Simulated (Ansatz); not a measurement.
# Na2HgSe2: the cost of one run

Method: DFT PBE, scalar-relativistic, plane waves, PAW, in Ansatz 0.2.0.

2 further runs of the same task are left out: 1 that didn't finish, 1 set aside as unsound or not needed.

## 1. Starting point

It takes space group P6/mmm (No. 191, hexagonal). Conventional cell: a = 4.771 Å, b = 4.771 Å, c = 7.762 Å, α = 90.00°, β = 90.00°, γ = 120.00°. Around Na (site symmetry -6m2) lie 3 Na at 2.75 Å. Around Hg (site symmetry 6/mmm) lie 2 Se at 2.02 Å. Se (site symmetry 6mm) has 1 Hg at 2.02 Å as nearest neighbours.

As a file:

```cif
data_structure
_symmetry_space_group_name_H-M 'P 1'
_symmetry_Int_Tables_number 1
_cell_length_a 4.7713
_cell_length_b 4.7713
_cell_length_c 7.7618
_cell_angle_alpha 90.000
_cell_angle_beta 90.000
_cell_angle_gamma 120.000
_cell_volume 153.03
loop_
_atom_site_label
_atom_site_type_symbol
_atom_site_fract_x
_atom_site_fract_y
_atom_site_fract_z
_atom_site_occupancy
Na1 Na 0.33333 0.66667 0.00000 1
Na2 Na 0.66667 0.33333 0.00000 1
Hg1 Hg 0.00000 0.00000 0.50000 1
Se1 Se 0.00000 0.00000 0.23922 1
Se2 Se 0.00000 0.00000 0.76078 1
```

The cell is invented: random cell by space group and Wyckoff sites (P6/mmm, No. 191). Its size is a rough estimate.

## 2. A first look at the guess

Contents of input.yaml:

```yaml
crystal:
  lattice:
    - [4.77132656, 0.0, 0.0]
    - [-2.38566328, 4.13209001, 0.0]
    - [0.0, 0.0, 7.7617659]
  atoms:
    - { symbol: Na, position: [0.33333333, 0.66666667, 0.0] }
    - { symbol: Na, position: [0.66666667, 0.33333333, 0.0] }
    - { symbol: Hg, position: [0.0, 0.0, 0.5] }
    - { symbol: Se, position: [0.0, 0.0, 0.23921854] }
    - { symbol: Se, position: [0.0, 0.0, 0.76078146] }
basis:
  ecutwfc: 420
kpoints:
  mp_grid: { grid: [6, 6, 2] }
hamiltonian:
  xc: pbe
scf:
  occupations: { method: gaussian, width: 0.1 }
  lower_state_search: "off"
output:
  forces: true
  stress: true
  eigenvalues: true
```

On the command line:

```bash
ansatz run input.yaml --threads 1 --pin off --max-ram 2048MiB --backend cpu --events-out ev --progress --plain --runs-dir out
```

Q: Estimate wall time and peak memory on 1 thread of Arm Neoverse V1, shared host.

About 4.7 s, with a peak of 0.41 GiB.
